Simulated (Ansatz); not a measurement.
**AlSiBH4S: basis-set convergence**

How large a basis does AlSiBH4S need? Two functionals are run in growing sets.

Method: one geometry, several basis sets; program: Ansatz 0.2.0, Gaussian basis.

The runs, in order: PBE0-D4/def2-SVP; ωB97M-V/def2-SVP; PBE0-D4/def2-QZVPP; ωB97M-V/def2-QZVPP; the functionals' def2-TZVPP values are taken from earlier runs.

### 1 The relaxed structure

An earlier PBE0-D4 in a triple-zeta def2 set relaxation fixed the geometry.

SMILES `[BH2][Al]1[SiH2][S]1`, 8 atoms, charge 0, spin multiplicity 1.

Atoms are counted from 1 here; the program's logs count them from 0.

Bond lengths: B1–Al2 2.099 Å, B1–H5 1.196 Å, B1–H6 1.196 Å, Al2–Si3 2.337 Å, Al2–S4 2.189 Å, Si3–S4 2.181 Å, Si3–H7 1.487 Å, Si3–H8 1.487 Å. Angles: Al2–B1–H5 121.4°, Al2–B1–H6 121.4°, H5–B1–H6 117.2°, B1–Al2–Si3 165.2°, B1–Al2–S4 137.3°, Si3–Al2–S4 57.5°, Al2–Si3–S4 57.8°, Al2–Si3–H7 124.8°, Al2–Si3–H8 124.8°, S4–Si3–H7 112.8°, S4–Si3–H8 112.8°, H7–Si3–H8 109.1°, Al2–S4–Si3 64.7°.

### 2 PBE0-D4 in def2-SVP

Input file in.yaml:

```yaml
crystal:
  periodic: [false, false, false]
  atoms:
    - {symbol: B, position_ang: [-1.109471, 2.052972, -0.534926]}
    - {symbol: Al, position_ang: [-0.109574, 0.240627, -0.187996]}
    - {symbol: Si, position_ang: [0.867980, -1.652602, 0.772815]}
    - {symbol: S, position_ang: [0.898275, -1.295235, -1.378547]}
    - {symbol: H, position_ang: [-2.291728, 2.087665, -0.711472]}
    - {symbol: H, position_ang: [-0.527561, 3.097631, -0.525468]}
    - {symbol: H, position_ang: [2.229306, -1.695946, 1.368506]}
    - {symbol: H, position_ang: [0.134973, -2.892311, 1.141289]}
basis:
  gaussian: {orbitals: def2-SVP}
hamiltonian: {xc: pbe0, dispersion: d4}
output: {orbitals: {seedname: orbitals}}
```

Started as:

```console
> ansatz run in.yaml --threads 2 --pin off --events-out ev --progress --plain --max-ram 4352MiB
```

After this run come: ωB97M-V in def2-SVP; PBE0-D4 in def2-QZVPP; ωB97M-V in def2-QZVPP.

Q: Predict the results of all the runs planned. Wanted: PBE0-D4: double and triple zeta above quadruple; ωB97M-V: double and triple zeta above quadruple.

The runs gave:

| quantity | value |
| --- | --- |
| PBE0-D4: double and triple zeta above quadruple | 10.43, 0.82 eV |
| ωB97M-V: double and triple zeta above quadruple | 10.43, 0.78 eV |

For PBE0-D4 the step from double to triple zeta gains 9.61 eV and the next only 0.82 eV. These are total energies; as a rule much of such shifts cancels in differences, which this series doesn't test.
